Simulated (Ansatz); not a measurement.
# CuBiSeO: the cost of one run

Program: Ansatz 0.2.0. Level of theory: DFT r2SCAN, scalar-relativistic, plane waves, PAW. These are calculated values, not measurements.

## Step 1: The starting structure

It takes space group P4/nmm (No. 129, tetragonal). Conventional cell: a = 3.950 Å, b = 3.950 Å, c = 9.068 Å, α = 90.00°, β = 90.00°, γ = 90.00°. Cu (site symmetry -4m2) has 4 Se at 2.52 Å and 4 Cu at 2.79 Å as nearest neighbours. Around Bi (site symmetry 4mm) lie 4 O at 2.35 Å. Around Se (site symmetry 4mm) lie 4 Cu at 2.52 Å. Around O (site symmetry -4m2) lie 4 Bi at 2.35 Å.

Structure file:

```xyz
8
Lattice="3.9497 0.0000 0.0000 0.0000 3.9497 0.0000 0.0000 0.0000 9.0675" Properties=species:S:1:pos:R:3 pbc="T T T"
Cu    0.0000    0.0000    4.5338
Cu    1.9749    1.9749    4.5338
Bi    0.0000    1.9749    7.7997
Bi    1.9749    0.0000    1.2678
Se    1.9749    0.0000    6.1008
Se    0.0000    1.9749    2.9667
O     1.9749    1.9749    0.0000
O     0.0000    0.0000    0.0000
```

Source of the structure: the Materials Project (structure only).

(A quick probe on a coarse mesh, which set the mesh and smearing, is not shown.)

## Step 3: Full relaxation

File input.yaml:

```yaml
crystal:
  lattice:
    - [3.949713, 0.0, 0.0]
    - [0.0, 3.949713, 0.0]
    - [0.0, 0.0, 9.067505]
  atoms:
    - { symbol: Cu, position: [0.0, 0.0, 0.5] }
    - { symbol: Cu, position: [0.5, 0.5, 0.5] }
    - { symbol: Bi, position: [0.0, 0.5, 0.860179] }
    - { symbol: Bi, position: [0.5, 0.0, 0.139821] }
    - { symbol: Se, position: [0.5, 0.0, 0.672824] }
    - { symbol: Se, position: [0.0, 0.5, 0.327176] }
    - { symbol: O, position: [0.5, 0.5, 0.0] }
    - { symbol: O, position: [0.0, 0.0, 0.0] }
basis:
  ecutwfc: 500
kpoints:
  mp_grid: { grid: [10, 10, 4] }
hamiltonian:
  xc: r2scan
scf:
  occupations: { method: gaussian, width: 0.02 }
output:
  forces: true
  stress: true
  eigenvalues: true
relax:
  adjacent_minimum: "off"
  f_tol: 0.005
  max_steps: 80
  cell: { stress_tol: 0.05 }
```

On the command line:

```console
$ ansatz run input.yaml --threads 2 --pin off --max-ram 5120MiB --backend cpu --events-out ev --progress --plain --runs-dir out
```

What time and memory should one allow on 2 threads of Intel Xeon 6975P-C (Granite Rapids), shared host?

About 4.2 min, with a peak of 1.1 GiB.
